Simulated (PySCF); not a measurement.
# A diatomic session: AsH

An exercise on one series of results from a longer session: the logs are not shown, and one member is left open.

Method: As def2-TZVPP, H def2-TZVPP, no relativity; program: PySCF 2.14.0.

Set-up of the first run:

Settings of the job:

- atoms: As, H
- charge: 0
- basis: As def2-TZVPP, H def2-TZVPP
- Hamiltonian: no relativity
- basis functions: 62
- electrons treated: 34
- masses in u: 74.9216, 1.0078
- levels: PBE0, PBE, r²SCAN, PBEsol, BLYP, LDA, revPBE, LC-ωPBE, HF, MP2, SCS-MP2, CCSD, CCSD(T)
- grid: 80 radial by 434 angular points
- occupations: held fixed by the projection of orbital angular momentum
- dissociation limit: As + H, each in its ground configuration
- starting distance in angstrom: 1.495
- values of 2S to try: 0, 2, 4

The run is started by

```
> OMP_NUM_THREADS=1 python dia.py task.json out
```

Among the steps run: The job; The PBE0 curve of the state that the search chose; Excited determinants; PBE; r²SCAN (meta-GGA); PBEsol (GGA); BLYP (GGA); LDA; revPBE (GGA); LC-ωPBE (range-separated hybrid); UHF; Correlated methods on the Hartree–Fock reference.

One table of the session follows, with a row left open; its other results are not shown here.

```
      level  Re (Å)  ωe (cm⁻¹)  De (eV)
        UHF   1.518       2278     1.91
    UHF-MP2   1.515       2234     2.62
UHF-SCS-MP2   1.519       2216     2.74
   UHF-CCSD   1.525       2174     2.79
UHF-CCSD(T)   1.527       2156     2.82
        LDA   1.539       2108     3.41
        PBE   1.546       2088     2.96
     PBEsol   1.543       2099     3.10
     revPBE   1.548       2080     2.89
       BLYP       ?          ?        ?
     r²SCAN   1.528       2166     3.00
       PBE0   1.531       2172     2.90
    LC-ωPBE   1.518       2258     2.88
```

Estimate the missing values for BLYP.

**Answer.** Re (Å): 1.549; ωe (cm⁻¹): 2057; De (eV): 3.06. In the column «Re (Å)» it is the highest.
